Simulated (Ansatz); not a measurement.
GaGe: single point with PBE

Crystal: GaGe.

```
Ge Ga
1.0
     0.00000    2.89784    2.89784
     2.89784    0.00000    2.89784
     2.89784    2.89784    0.00000
Ge Ga
1 1
Direct
  0.00000 0.00000 0.00000
  0.25000 0.25000 0.25000
```

The cell comes from a database or a generator and needn't be the stable form of this composition.

```json
{
  "Program": "Ansatz 0.2.0",
  "Task": "single point",
  "Functional": "PBE",
  "Potentials or basis": "Ansatz PAW",
  "Cutoff": "420 eV (not typed: the program's choice for these potentials)",
  "k mesh": "8 × 8 × 8",
  "Occupations": "gaussian, width 0.025 eV",
  "Spin": "no spin polarisation"
}
```

```
Pressure               : 0.2 GPa
Band gap on the k mesh : none (metal or under the smearing width)
```

Levels at points of the mesh, in eV from the Fermi level:
```
             k point  band 11  band 12  band 13  band 14  band 15  band 16  band 17  band 18
  (0.00, 0.00, 0.00)   -10.57     1.65     1.65     1.65     2.03     4.33     4.33     4.33
 (0.00, 0.00, -0.50)    -8.61    -5.40     0.35     0.35     2.03     5.31     5.31     8.16
(0.00, -0.50, -0.50)    -7.55    -5.84    -1.28    -1.28     2.30     2.40    10.98    10.98
```

Run time: 2.1 s on 2 threads of Arm Neoverse V1, with other jobs on the host, peak memory 0.33 GiB.
